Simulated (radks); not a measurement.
# F⁻ held by a Watson sphere

An exercise on one series of results from a longer session: the logs are not shown, and one member is left open.

Program: radks (a radial shooting solver on a logarithmic mesh, Libxc functionals) version 1. Level of theory: non-relativistic Kohn-Sham, PBEsol, spin-unpolarised, spherical densities, point nucleus. These are calculated values, not measurements, unless marked.

**Starting point**

| Quantity | Value |
| --- | --- |
| element | fluorine (Z = 9) |
| charge | -1 |
| electrons | 10 |
| configuration | [Ne] |

The outer shells:

F⁻
```
[He] core
2s [↑↓]
2p [↑↓][↑↓][↑↓]
```

Set-up of the first run:

Settings of this run:

```text
Z 9
configuration [Ne]
relativity non-relativistic
functional pbe_sol,pbe_sol
spin unpolarised
nucleus point
watson charge 1 radius 1.9 bohr
response adiabatic LDA kernel
```

Run with:

```sh
> python run_ks.py task.json out
```

All runs below come from this command, one after another.

Among the steps run: R = 1.9 bohr; R = 2.03 bohr; R = 2.11 bohr; R = 2.27 bohr; R = 3.16 bohr.

One table of the session follows, with a row left open; its other results are not shown here.

```
R (bohr)  highest level (eV)  its <r> (bohr)  sum of <r²> (bohr²)  α (bohr³)
     1.9              -9.349           1.212                14.74      7.395
    2.03              -8.960           1.222                15.02      7.950
    2.11              -8.730           1.228                15.19      8.301
    2.27                   ?               ?                    ?          ?
    3.16              -6.278           1.282                16.82      13.26
```

Q: Estimate the row for R (bohr) = 2.27 from the others.

Worked estimate for «highest level (eV)». A straight line through the neighbours (2.11, -8.730) and (3.16, -6.278) gives -8.730 + (-6.278 + 8.730) × (2.27 − 2.11) / (3.16 − 2.11) = -8.356; a parabola fitted to 3 rows on both sides gives -8.288.

**Answer.** highest level (eV): -8.287; its <r> (bohr): 1.239; sum of <r²> (bohr²): 15.50; α (bohr³): 9.020. In «highest level (eV)» the line misses by -0.069 and the parabola by -0.001.

What this shows: From R = 1.9 to 3.16 bohr the top level moves from -9.349 to -6.278 eV and its mean radius from 1.21 to 1.28 bohr. A wider sphere makes a shallower well, so the ion swells. The polarisability goes from 7.39 to 13.3 bohr³. Response by self-consistent Sternheimer equations with the Hartree and adiabatic LDA kernel. The sphere does not respond.
